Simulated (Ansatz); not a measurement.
**Pt: a surface, (100), 6 layers**

Aim: cut a slab of Pt (100), 6 layers from the relaxed bulk, relax it, and get surface energy and work function. Methods of the runs shown: LAPW. Companion runs by PAW are cited. Its runs: bulk in the slab's orientation (LAPW); the reference run (LAPW); atoms relaxed (LAPW); vacuum of 13 Å (LAPW); Au in place of Pt in the outer layer (LAPW); Au in place of Pt in the middle layer (LAPW).

Method: DFT, PBE, all-electron LAPW, scalar-relativistic, in Ansatz 0.2.0.

## 1. The starting structure

Symmetry: Fm-3m, No. 225, cubic system. Conventional cell: a = 3.971 Å, b = 3.971 Å, c = 3.971 Å, α = 90.00°, β = 90.00°, γ = 90.00°. Pt (site symmetry m-3m) is surrounded by 12 Pt at 2.81 Å.

Coordinates:

```
Pt
1.0
     1.98556    1.98556    0.00000
    -1.98556    1.98556    0.00000
     0.00000    0.00000    3.97112
Pt
2
Direct
  0.00000 0.00000 0.00000
  0.50000 0.50000 0.50000
```

Atoms are numbered in the order of the input: Pt1, Pt2.

## 2. Bulk in the slab's orientation, LAPW

input.yaml reads:

```yaml
crystal:
  lattice:
    - [1.9855579641, 1.9855579641, 0.0]
    - [-1.9855579641, 1.9855579641, 0.0]
    - [0.0, 0.0, 3.9711159282]
  atoms:
    - { symbol: Pt, position: [0.0, 0.0, 0.0] }
    - { symbol: Pt, position: [0.5, 0.5, 0.5] }
kpoints:
  mp_grid: { grid: [12, 12, 8] }
scf:
  occupations: { method: fermi_dirac, width: 0.08 }
hamiltonian:
  xc: pbe
  pseudopotentials: { kind: all_electron, lapw: { basis_error: 0.001 } }
output:
  forces: true
  stress: true
  eigenvalues: true
```

Launch:

```bash
$ ansatz run input.yaml --threads 2 --pin off --max-ram 4096MiB --backend cpu --events-out ev --progress --plain --runs-dir out
```

Log (excerpt; [...] marks lines left out):

```text
LAPW: plane waves up to 8.300 Å⁻¹, error target 1.0e-3 eV per atom; small_component_spin mean_spin; Pt in spheres of 1.404 Å, 42 of its electrons in bands, Dirac shells []
[...]
Pseudopotentials: kind: all_electron
Pseudopotential: Pt, LAPW, valence charge 42, Koelling and Harmon's equation, gaussian nucleus
Functional definition: PBE
[...]
Crystal: 2 atoms, lattice volume = 31.312 Å³
Basis set: ecut = 262.45077841487904 eV, 319 PW (Γ), exchange–correlation at level 2
Bands: 51, of which v1, the nominal top of the filled ones, is band 42 counted from 1 (41 counted from 0)
Symmetry: 32 space group operations
Space group: Fm-3m (ITA 225), of the structure as read, at distance tolerance 3.2e-5 Å
k-points: 140 of 1152
[...]
SCF iter   1: F=—  HF=-1001915.366036 eV  |F-HF|=—  |Δ(HF+E_count)|=         —  Δρ=2.95e-2  dr2=1.43e-1  ethr=1.70e-4  ⟨swp⟩=3.0  Hψ=44729  notcnv=0
[...]
the basis was enlarged: its passes take 351.9 KiB over the memory plan, 2 of 2 planned eigensolver slots
[...]
SCF iter   8: F=-1001914.688069 eV  HF=-1001914.688069 eV  |F-HF|=5.70e-9  |Δ(HF+E_count)|=   1.30e-7  Δρ=1.48e-5  dr2=5.80e-8  ethr=1.45e-9  ⟨swp⟩=2.0  Hψ=20819  notcnv=0
[...]
SCF converged after 8 iterations
Free energy (F): -1001914.688069 eV
[...]
E sigma→0 (E₀):  -1001914.650332 eV
Entropy (-TS):   -0.075474 eV (-37.737 meV/atom)
Fermi energy:    27.561540 eV
[...]
--- Forces (eV/Å), atoms counted from 1 ---
  atom   1  Pt    -0.00000000    -0.00000000     0.00000000
  atom   2  Pt     0.00000000    -0.00000000     0.00000000
[...]
--- Stress (GPa, compression-positive) ---
       -0.080262       0.000000       0.000000
        0.000000      -0.080262       0.000000
        0.000000       0.000000       0.243328
  P = ⅓ Tr σ = 0.0276 GPa (0.276 kbar)
--- Band table (eV; the first three rows and the last of 140) ---
[...]
```

Run time: 27 s. Hardware: 2 threads of Intel Xeon Platinum 8375C at 2.90GHz (Ice Lake), shared host; peak memory 0.7 GiB.

This run gives: pressure 0.03 GPa; no gap.

## 3. The slab as cut

The slab cell holds 6 atoms: a = 2.808 Å, b = 2.808 Å, c = 25.928 Å, α = 90.00°, β = 90.00°, γ = 90.00°.

## 4. Slab as cut, LAPW

input.yaml reads:

```yaml
crystal:
  lattice:
    - [2.8080030017, 0.0, 0.0]
    - [0.0, 2.8080030017, 0.0]
    - [0.0, 0.0, 25.9278]
  atoms:
    - { symbol: Pt, position: [0.25, 0.25, 0.3085493212] }
    - { symbol: Pt, position: [0.75, 0.75, 0.3851295927] }
    - { symbol: Pt, position: [0.25, 0.25, 0.4617098642] }
    - { symbol: Pt, position: [0.75, 0.75, 0.5382901358] }
    - { symbol: Pt, position: [0.25, 0.25, 0.6148704073] }
    - { symbol: Pt, position: [0.75, 0.75, 0.6914506788] }
kpoints:
  mp_grid: { grid: [12, 12, 1] }
scf:
  occupations: { method: fermi_dirac, width: 0.08 }
hamiltonian:
  xc: pbe
  pseudopotentials: { kind: all_electron, lapw: { basis_error: 0.001 } }
output:
  forces: true
  stress: true
  eigenvalues: true
  populations: true
  dos: { projected: true, de: 0.2, e_range: [-14, 8] }
efield:
  axis: 3
  amplitude: 0
  dipole_correction: true
```

Launch:

```bash
$ ansatz run input.yaml --threads 2 --pin off --max-ram 4096MiB --backend cpu --events-out ev --progress --plain --runs-dir out
```

Log:

```text
Pt: projections on atomic orbitals take those of the free atom 1s2 2s2 2p6 3s2 3p6 3d10 4s2 4p6 4d10 4f14 5s2 5p6 5d9 6s1, of charge +0.00 (hamiltonian.pseudopotentials.projection_atoms)
LAPW: plane waves up to 8.300 Å⁻¹, error target 1.0e-3 eV per atom; small_component_spin mean_spin; Pt in spheres of 1.404 Å, 42 of its electrons in bands, Dirac shells []
Engine: ansatz 0.2.0
[... 3 set-up lines as earlier in the session ...]
  parameter kappa = 0.804
  parameter beta = 0.06672455060314922
  exchange = pbe_x(kappa = kappa, mu = beta*pi^2/3)
  correlation = pbe_c(beta = beta)
Crystal: 6 atoms, lattice volume = 204.438 Å³
Basis set: ecut = 262.44470075547855 eV, 2009 PW (Γ), exchange–correlation at level 2
Bands: 152, of which v1, the nominal top of the filled ones, is band 126 counted from 1 (125 counted from 0)
Symmetry: 8 space group operations
k-points: 28 of 144
Non-local potential: Pt, projectors of the file, none
Initial density: superposition of atomic densities (neutral atoms: chi_scale 0, normalization atom)
Initial wavefunctions: plane waves of lowest kinetic energy (no species holds an atomic orbital)
Functional: x = pbe(κ = 0.804, μ = 0.2195149727645171), c = pbe(β = 0.06672455060314922)
iter 1 solved again at ethr=2.70e-3 eV; its pass at ethr=1.00e-1 eV (dr2=6.80e0 eV) is discarded
SCF iter   1: F=—  HF=-3005744.333329 eV  |F-HF|=—  |Δ(HF+E_count)|=         —  Δρ=2.34e-2  dr2=6.80e0  ethr=2.70e-3  p=-0.000 e·Å  D=-3.76e-13 V/Å  ΔV_dip=0.00 eV  dr2_dipole=2.48e-11  V_vac-E_F(+/−)=4.71/4.71 eV  ⟨swp⟩=2.0  Hψ=26218  notcnv=0
efield: sawtooth ramp at fractional position 0.9500 (placed from the atoms, in the widest stretch of the axis that holds none; the zero of the levels goes with the place), width 0.1000; the density the first Hamiltonian is built on has a dipole p = -0.000 e·Å; the dipole correction subtracts the counter field D = -4.99e-13 V/Å, which shifts the + side's vacuum level by +0.00 eV against the − side's; the planar-averaged density in the ramp window peaks in size at 3.4e-7 e/Å³
preconditioner: auto → LDOS  [metal: Δε(μ)=0.001 eV  Ē_g=11.614 eV  σ=0.080 eV  W_gap=0.00  n_scr=82 (ndim 8)  ℏωp=20.1 eV  f_vac=0.520  D(μ)=9.86/eV (n_scr^D=84)  β→1.0]
SCF iter   2: F=—  HF=-3005744.396451 eV  |F-HF|=—  |Δ(HF+E_count)|=   6.31e-2  Δρ=1.17e-2  dr2=1.72e0  ethr=2.70e-3  p=0.000 e·Å  D=6.98e-6 V/Å  ΔV_dip=-0.00 eV  dr2_dipole=1.60e-8  V_vac-E_F(+/−)=5.67/5.67 eV  ⟨swp⟩=3.0  Hψ=12316  notcnv=0
SCF iter   3: F=—  HF=-3005742.325320 eV  |F-HF|=—  |Δ(HF+E_count)|=    2.07e0  Δρ=5.71e-3  dr2=6.13e-1  ethr=6.84e-4  p=0.000 e·Å  D=1.37e-7 V/Å  ΔV_dip=-0.00 eV  dr2_dipole=2.67e-9  V_vac-E_F(+/−)=5.68/5.68 eV  ⟨swp⟩=3.0  Hψ=13314  notcnv=0
SCF iter   4: F=—  HF=-3005742.239330 eV  |F-HF|=—  |Δ(HF+E_count)|=         —  Δρ=2.09e-3  dr2=1.27e-1  ethr=2.43e-4  p=0.000 e·Å  D=9.02e-7 V/Å  ΔV_dip=-0.00 eV  dr2_dipole=2.13e-9  V_vac-E_F(+/−)=5.59/5.59 eV  ⟨swp⟩=2.0  Hψ=12306  notcnv=0
the basis was enlarged: its passes take 2.3 MiB over the memory plan, 2 of 2 planned eigensolver slots
iter 5 solved again at ethr=1.45e-6 eV; its pass at ethr=5.02e-5 eV (dr2=3.66e-3 eV) is discarded
SCF iter   5: F=—  HF=-3005742.231975 eV  |F-HF|=—  |Δ(HF+E_count)|=   7.36e-3  Δρ=7.56e-4  dr2=3.66e-3  ethr=1.45e-6  p=0.000 e·Å  D=1.31e-8 V/Å  ΔV_dip=-0.00 eV  dr2_dipole=6.05e-10  V_vac-E_F(+/−)=5.68/5.68 eV  ⟨swp⟩=2.0  Hψ=21129  notcnv=0
SCF iter   6: F=—  HF=-3005742.231619 eV  |F-HF|=—  |Δ(HF+E_count)|=   3.56e-4  Δρ=4.36e-4  dr2=1.74e-3  ethr=1.45e-6  p=0.000 e·Å  D=5.32e-8 V/Å  ΔV_dip=-0.00 eV  dr2_dipole=5.18e-11  V_vac-E_F(+/−)=5.67/5.67 eV  ⟨swp⟩=2.0  Hψ=12412  notcnv=0
SCF iter   7: F=—  HF=-3005742.231495 eV  |F-HF|=—  |Δ(HF+E_count)|=   1.24e-4  Δρ=2.28e-4  dr2=4.34e-4  ethr=6.90e-7  p=-0.000 e·Å  D=-2.40e-8 V/Å  ΔV_dip=0.00 eV  dr2_dipole=5.51e-12  V_vac-E_F(+/−)=5.67/5.67 eV  ⟨swp⟩=2.0  Hψ=12412  notcnv=0
SCF iter   8: F=—  HF=-3005742.231467 eV  |F-HF|=—  |Δ(HF+E_count)|=   2.76e-5  Δρ=6.47e-5  dr2=6.45e-5  ethr=1.72e-7  p=-0.000 e·Å  D=-1.98e-8 V/Å  ΔV_dip=0.00 eV  dr2_dipole=6.74e-12  V_vac-E_F(+/−)=5.67/5.67 eV  ⟨swp⟩=2.0  Hψ=12412  notcnv=0
SCF iter   9: F=—  HF=-3005742.231453 eV  |F-HF|=—  |Δ(HF+E_count)|=   1.47e-5  Δρ=2.73e-5  dr2=6.67e-6  ethr=2.56e-8  p=-0.000 e·Å  D=-3.43e-9 V/Å  ΔV_dip=0.00 eV  dr2_dipole=1.73e-12  V_vac-E_F(+/−)=5.67/5.67 eV  ⟨swp⟩=2.0  Hψ=12412  notcnv=0
SCF iter  10: F=—  HF=-3005742.231454 eV  |F-HF|=—  |Δ(HF+E_count)|=   9.55e-7  Δρ=1.04e-5  dr2=3.14e-7  ethr=2.65e-9  p=0.000 e·Å  D=9.73e-10 V/Å  ΔV_dip=-0.00 eV  dr2_dipole=1.05e-14  V_vac-E_F(+/−)=5.67/5.67 eV  ⟨swp⟩=2.0  Hψ=12412  notcnv=0
SCF iter  11: F=-3005742.231454 eV  HF=-3005742.231454 eV  |F-HF|=1.77e-8  |Δ(HF+E_count)|=   5.16e-7  Δρ=2.39e-6  dr2=3.11e-8  ethr=1.24e-10  p=0.000 e·Å  D=2.38e-9 V/Å  ΔV_dip=-0.00 eV  dr2_dipole=3.17e-14  V_vac-E_F(+/−)=5.67/5.67 eV  ⟨swp⟩=3.0  Hψ=12532  notcnv=0
SCF 1 converged in 11 iterations: F = -3005742.231454 eV  dr2 = 3.11e-8
SCF converged after 11 iterations
Free energy (F): -3005742.231454 eV
Harris-Foulkes:  -3005742.231454 eV  (|F-HF|=1.77e-8)
Internal energy: -3005742.002630 eV  (E = F + TS)
E sigma→0 (E₀):  -3005742.117042 eV
Entropy (-TS):   -0.228824 eV (-38.137 meV/atom)
Fermi energy:    9.558791 eV
Dipole field:    D = 0.000000 V/Å  (p = 0.000000 e·Å, saw-weighted, corrected)
Work function:   Φ+ = 5.6669 eV   Φ− = 5.6669 eV
Levels:          The Fermi level and band energies are counted from a zero that moves with the ramp; work functions are not
--- Per-component energies (eV) ---
  E_band       = -24617.083943
  E_kinetic    = 3413315.848471
  E_xc         = -58158.972887
  E_efield     = 0.000000  (sawtooth field / dipole correction)
  E_electrostatic = -6360898.878214  (all electrons and nuclei)
  E_smearing   = -0.228824  (= −TS)
  E_closure    = 0.000000  (closes the sum)
  E_atoms      = -3005707.306986  (free atoms, spherical and without spin; not in F)
  Σ components = -3005742.231454   (vs F -3005742.231454, Δ=0.00e0)
  Basis errors (estimates in eV, not in F): energy 2.9e-4 per atom: plane waves 2.5e-4 (1.4e-4 summed), levels above the bands 2.4e-73, relativity 7.9e-8, radial functions 3.6e-5, core shells 6.7e-8; eigenvalues (radial functions only) 1.4e-6; not estimated: angular momenta, meshes, grids; target (lapw.basis_error) 1.0e-3; muffin-tin radii Pt 1.404 Å
--- Forces (eV/Å), atoms counted from 1 ---
  atom   1  Pt    -0.00000000     0.00000000     0.31169696
  atom   2  Pt     0.00000000     0.00000000    -0.23164782
  atom   3  Pt    -0.00000000     0.00000000    -0.05930058
  atom   4  Pt     0.00000000     0.00000000     0.05930071
  atom   5  Pt    -0.00000000     0.00000000     0.23164875
  atom   6  Pt     0.00000000     0.00000000    -0.31169741
  max |Σ_I F_I| component: 6.15e-7 eV/Å
--- Stress (GPa, compression-positive) ---
       -3.439489       0.000000       0.000000
        0.000000      -3.439489       0.000000
        0.000000       0.000000      -1.249110
  P = ⅓ Tr σ = -2.7094 GPa (-27.094 kbar)
--- Band table (eV; the first three rows and the last of 28) ---
  k-point 0: bands = ["-293.6331", "-293.6331", "-293.6331", "-293.6331", "-293.6278", "-293.6278", "-293.6161", "-293.6161", "-293.6161", "-293.6161", "-293.6033", "-293.6033", "-293.5961", "-293.5961", "-293.5920", "-293.5920", "-293.5772", "-293.5772", "-293.5607", "-293.5607", "-292.9745", "-292.9745", "-292.9216", "-292.9216", "-292.8923", "-292.8923", "-292.8923", "-292.8923", "-292.8623", "-292.8623", "-88.8397", "-88.8232", "-88.8003", "-88.7985", "-88.1045", "-88.1045", "-57.3830", "-57.3819", "-57.3650", "-57.3650", "-57.3604", "-57.3586", "-57.3535", "-57.3535", "-57.3524", "-57.3524", "-57.3358", "-57.3358", "-57.3357", "-57.3357", "-57.3356", "-57.3356", "-57.3352", "-57.3352", "-57.3344", "-57.3344", "-57.3338", "-57.3334", "-57.3187", "-57.3187", "-57.3039", "-57.3039", "-57.3039", "-57.3039", "-56.6937", "-56.6937", "-56.6937", "-56.6937", "-56.6641", "-56.6641", "-56.6262", "-56.6262", "-56.6047", "-56.6047", "-56.6047", "-56.6047", "-56.5936", "-56.5936", "-43.2132", "-43.1170", "-42.9979", "-42.9935", "-42.9935", "-42.9401", "-42.9401", "-42.8989", "-42.8865", "-42.8865", "-42.8619", "-42.8619", "-42.2799", "-42.2799", "-42.2799", "-42.2799", "-42.1956", "-42.1955", "0.0722", "1.0398", "2.2878", "2.9401", "3.4421", "3.5388", "3.5497", "3.8878", "4.4965", "5.1550", "5.7097", "5.9459", "6.1572", "6.1572", "6.7287", "6.7287", "7.1237", "7.1374", "7.5582", "7.5582", "7.7268", "7.9343", "8.1021", "8.4153", "8.5186", "8.5186", "8.5830", "8.8166", "9.2234", "9.3980", "9.3980", "9.6175", "9.6686", "9.8856", "9.8856", "10.5629", "11.5126", "15.0542", "15.2444", "16.2902", "17.3994", "19.1182", "19.6729", "21.4419", "21.4419", "21.7531", "22.5187", "23.0456", "23.0456", "24.6985", "25.0843", "25.0886", "25.0886", "25.6703", "25.9157", "27.1780"]
  k-point 1: bands = ["-293.6331", "-293.6331", "-293.6331", "-293.6331", "-293.6278", "-293.6278", "-293.6161", "-293.6161", "-293.6161", "-293.6161", "-293.6033", "-293.6033", "-293.5961", "-293.5961", "-293.5920", "-293.5920", "-293.5772", "-293.5772", "-293.5607", "-293.5607", "-292.9745", "-292.9745", "-292.9216", "-292.9216", "-292.8923", "-292.8923", "-292.8923", "-292.8923", "-292.8623", "-292.8623", "-88.8387", "-88.8226", "-88.7998", "-88.7981", "-88.1039", "-88.1039", "-57.3829", "-57.3818", "-57.3649", "-57.3649", "-57.3604", "-57.3587", "-57.3536", "-57.3535", "-57.3526", "-57.3524", "-57.3358", "-57.3358", "-57.3357", "-57.3357", "-57.3357", "-57.3356", "-57.3352", "-57.3351", "-57.3344", "-57.3344", "-57.3338", "-57.3334", "-57.3187", "-57.3187", "-57.3039", "-57.3039", "-57.3038", "-57.3038", "-56.6938", "-56.6938", "-56.6936", "-56.6936", "-56.6640", "-56.6640", "-56.6262", "-56.6262", "-56.6048", "-56.6048", "-56.6047", "-56.6047", "-56.5935", "-56.5935", "-43.2079", "-43.1202", "-43.0138", "-43.0016", "-42.9903", "-42.9390", "-42.9381", "-42.9220", "-42.8859", "-42.8811", "-42.8774", "-42.8627", "-42.2941", "-42.2941", "-42.2789", "-42.2789", "-42.1943", "-42.1943", "0.2465", "1.1970", "2.4243", "3.0687", "3.5542", "3.6701", "3.6787", "3.9933", "4.5803", "5.2082", "5.7238", "6.0317", "6.1490", "6.2020", "6.5606", "6.7141", "6.7152", "7.2285", "7.4369", "7.7223", "7.7841", "7.9484", "8.0126", "8.0341", "8.2404", "8.4367", "8.9131", "8.9787", "8.9946", "9.0024", "9.4802", "9.5277", "9.6230", "9.6794", "9.9073", "11.2008", "12.3007", "15.1974", "15.3730", "16.4302", "17.4765", "19.2171", "19.2802", "20.9745", "21.6388", "21.8083", "22.0332", "22.9535", "23.3445", "23.6647", "24.9333", "25.1539", "25.2923", "25.3327", "25.7624", "26.0471"]
  k-point 2: bands = ["-293.6331", "-293.6331", "-293.6331", "-293.6331", "-293.6278", "-293.6278", "-293.6161", "-293.6161", "-293.6161", "-293.6161", "-293.6033", "-293.6033", "-293.5961", "-293.5961", "-293.5920", "-293.5920", "-293.5772", "-293.5772", "-293.5608", "-293.5607", "-292.9745", "-292.9745", "-292.9216", "-292.9216", "-292.8923", "-292.8923", "-292.8923", "-292.8923", "-292.8623", "-292.8623", "-88.8357", "-88.8211", "-88.7984", "-88.7972", "-88.1023", "-88.1023", "-57.3828", "-57.3818", "-57.3648", "-57.3648", "-57.3603", "-57.3588", "-57.3539", "-57.3534", "-57.3530", "-57.3525", "-57.3361", "-57.3361", "-57.3358", "-57.3357", "-57.3356", "-57.3355", "-57.3353", "-57.3350", "-57.3344", "-57.3344", "-57.3337", "-57.3333", "-57.3186", "-57.3186", "-57.3040", "-57.3040", "-57.3037", "-57.3037", "-56.6941", "-56.6941", "-56.6935", "-56.6935", "-56.6639", "-56.6639", "-56.6263", "-56.6263", "-56.6049", "-56.6049", "-56.6047", "-56.6047", "-56.5935", "-56.5935", "-43.1942", "-43.1339", "-43.0529", "-43.0220", "-42.9809", "-42.9628", "-42.9457", "-42.9327", "-42.9133", "-42.8855", "-42.8845", "-42.8651", "-42.3327", "-42.3327", "-42.2762", "-42.2762", "-42.1911", "-42.1911", "0.7437", "1.6220", "2.7360", "3.3401", "3.9017", "3.9130", "3.9421", "4.4068", "4.9496", "5.4253", "5.6916", "6.2271", "6.2478", "6.2710", "6.3198", "6.3555", "6.6497", "6.8297", "7.1608", "7.6167", "7.6829", "7.7039", "8.0119", "8.0195", "8.0772", "8.2511", "8.4655", "8.6697", "8.9415", "9.0035", "9.2659", "9.4379", "9.7549", "9.8354", "10.4471", "12.2494", "13.6492", "15.6327", "15.7358", "16.8463", "17.3680", "18.3741", "19.1515", "20.0815", "20.7621", "21.1957", "22.5270", "22.8270", "22.8271", "23.1576", "24.1625", "24.1785", "25.3266", "25.4280", "25.5070", "25.9063"]
  k-point 27: bands = ["-293.6331", "-293.6331", "-293.6331", "-293.6331", "-293.6278", "-293.6278", "-293.6161", "-293.6161", "-293.6161", "-293.6161", "-293.6033", "-293.6033", "-293.5961", "-293.5961", "-293.5920", "-293.5920", "-293.5772", "-293.5772", "-293.5608", "-293.5608", "-292.9745", "-292.9745", "-292.9216", "-292.9216", "-292.8923", "-292.8923", "-292.8923", "-292.8923", "-292.8623", "-292.8623", "-88.8099", "-88.8099", "-88.7841", "-88.7841", "-88.0862", "-88.0862", "-57.3813", "-57.3813", "-57.3639", "-57.3639", "-57.3598", "-57.3598", "-57.3551", "-57.3551", "-57.3544", "-57.3544", "-57.3372", "-57.3372", "-57.3372", "-57.3372", "-57.3351", "-57.3351", "-57.3350", "-57.3350", "-57.3348", "-57.3348", "-57.3329", "-57.3329", "-57.3180", "-57.3180", "-57.3037", "-57.3037", "-57.3037", "-57.3037", "-56.6946", "-56.6946", "-56.6946", "-56.6946", "-56.6630", "-56.6630", "-56.6265", "-56.6265", "-56.6052", "-56.6052", "-56.6052", "-56.6052", "-56.5929", "-56.5929", "-43.2202", "-43.2202", "-43.1480", "-43.1480", "-43.0729", "-43.0729", "-43.0280", "-43.0280", "-43.0173", "-43.0173", "-43.0048", "-43.0048", "-42.4717", "-42.4717", "-42.4717", "-42.4717", "-42.1677", "-42.1677", "3.1082", "3.1082", "3.5163", "3.5163", "3.7574", "3.7574", "4.1991", "4.1991", "4.7092", "4.7092", "5.2188", "5.2188", "6.4964", "6.4964", "7.9598", "7.9598", "8.1117", "8.1117", "8.9279", "8.9279", "9.4039", "9.4039", "9.4355", "9.4355", "9.9895", "9.9895", "10.0278", "10.0278", "10.5987", "10.5987", "12.3375", "12.3375", "14.2275", "14.2275", "16.2458", "16.2458", "16.6701", "16.6701", "17.3395", "17.3395", "17.9041", "17.9041", "18.1417", "18.1417", "19.6585", "19.6585", "20.5428", "20.5428", "20.8239", "20.8239", "21.1169", "21.1169", "21.2547", "21.2547", "21.7916", "21.7916"]
--- Löwdin populations: 6 sites ---
  site symbol       q [e]
     0     Pt     77.9361
     1     Pt     77.8302
     2     Pt     77.8538
     3     Pt     77.8538
     4     Pt     77.8302
     5     Pt     77.9361
  spilling = 0.001624 (of n_electrons = 468.000000)
```

Wall time 3.6 min (2 threads of Intel Xeon Platinum 8375C at 2.90GHz (Ice Lake), shared host); peak memory 1.6 GiB.

Result: no gap; largest force 0.312 eV/Å; work function 5.67 eV.

[end of part 1 of 2]
